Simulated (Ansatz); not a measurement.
The system is CaNi2.

```
Ni Ca
1.0
     0.00000    3.56266    3.56266
     3.56266    0.00000    3.56266
     3.56266    3.56266    0.00000
Ni Ca
4 2
Direct
  0.12500 0.12500 0.62500
  0.12500 0.62500 0.12500
  0.62500 0.12500 0.12500
  0.12500 0.12500 0.12500
  0.75000 0.75000 0.75000
  0.50000 0.50000 0.50000
```

The cell is a database's computed one.

* Program: Ansatz 0.2.0
* Task: relaxation of cell and atoms
* Functional: RPBE
* Potentials or basis: Ansatz PAW
* Cutoff: 420 eV (not typed: the program's choice for these potentials)
* k mesh: 7 × 7 × 7
* Occupations: fermi-dirac, width 0.05 eV
* Spin: collinear spin, ferromagnetic start
* Starting moments: [1.0, 1.0, 1.0, 1.0, 0.0, 0.0] μB

At the start: volume 15.07 Å³/atom.

Where does the relaxation end?

It ends after 5 steps and the volume is 16.17 Å³/atom (+7.3 %); space group Fd-3m (No. 227, to 0.05 Å); moment 0.00 μB per cell.

The path:
```tsv
step	energy change (eV)	largest force (eV/Å)	volume (Å³)
1	0.0000	0.0000	90.44
2	-0.1239	0.0000	95.72
3	-0.1284	0.0000	96.91
4	-0.1284	0.0000	97.05
5	-0.1295	0.0000	97.05
```

Final structure:
```
Ni Ca
1.0
     0.00000    3.64739    3.64739
     3.64739    0.00000    3.64739
     3.64739    3.64739    0.00000
Ni Ca
4 2
Direct
  0.12500 0.12500 0.62500
  0.12500 0.62500 0.12500
  0.62500 0.12500 0.12500
  0.12500 0.12500 0.12500
  0.75000 0.75000 0.75000
  0.50000 0.50000 0.50000
```

Caveat: the plane-wave basis is chosen anew once the cell has moved, so the energies of steps on either side of that aren't comparable; the PAW data sets come from PBE, with cores solved anew for the run's functional, which leaves a small shift of forces and pressure; the starting moments weren't kept.
